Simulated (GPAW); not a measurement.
A run of GPAW 26.7.0 is set up as follows.

run.py

```python
from ase import Atoms
from ase.calculators.mixing import SumCalculator
from ase.filters import FrechetCellFilter
from ase.io import write
from ase.optimize import BFGS
from dftd3.ase import DFTD3
from gpaw import GPAW, PW, setup_paths

setup_paths.insert(0, '.')

atoms = Atoms(['Te', 'Sn', 'Sn', 'Sn'],
              cell=[[4.865622, 0.0, 0.0],
                    [0.0, 4.865622, 0.0],
                    [0.0, 0.0, 4.865622]],
              scaled_positions=[[0.0, 0.0, 0.0],
                                [0.0, 0.5, 0.5],
                                [0.5, 0.0, 0.5],
                                [0.5, 0.5, 0.0]],
              pbc=True)

calc = GPAW(mode=PW(600),
            xc='PBEsol',
            kpts={'size': (6, 6, 6), 'gamma': True},
            occupations={'name': 'fermi-dirac', 'width': 0.05},
            nbands=38,
            convergence={'density': 1e-05, 'forces': 0.0001},
            maxiter=150,
            txt='gpaw.txt')
atoms.calc = SumCalculator([calc, DFTD3(method='pbesol', damping='d3bj')])
opt = BFGS(FrechetCellFilter(atoms), trajectory='relax.traj', logfile='-')
done = opt.run(fmax=0.02, steps=60)
calc.write('gs.gpw')
write('result.traj', atoms)
print('Converged:', done)
print('Cell:', atoms.cell.cellpar().round(4))
print('Volume:', round(atoms.get_volume(), 4))
print(atoms.get_scaled_positions().round(5))
```

Potentials or basis: PAW data sets generated in the run's folder for this functional, pw.

The run is started by

```bash
$ gpaw-setup -f PBEsol Sn Te
$ OMP_NUM_THREADS=1 python run.py
```

(1) Predict the dispersion energy per atom.

(2) What does it give for the relaxed volume?

(3) Estimate the relaxed cell.

## Answers

(1) -0.440 eV.

(2) 25.88 Å³/atom.

(3) a = 4.695 Å, b = 4.695 Å, c = 4.695 Å, α = 90.00°, β = 90.00°, γ = 90.00°.

Caveat: later steps reuse the first step's grids; pairwise dispersion overbinds metals, which lowers pressure and volume.
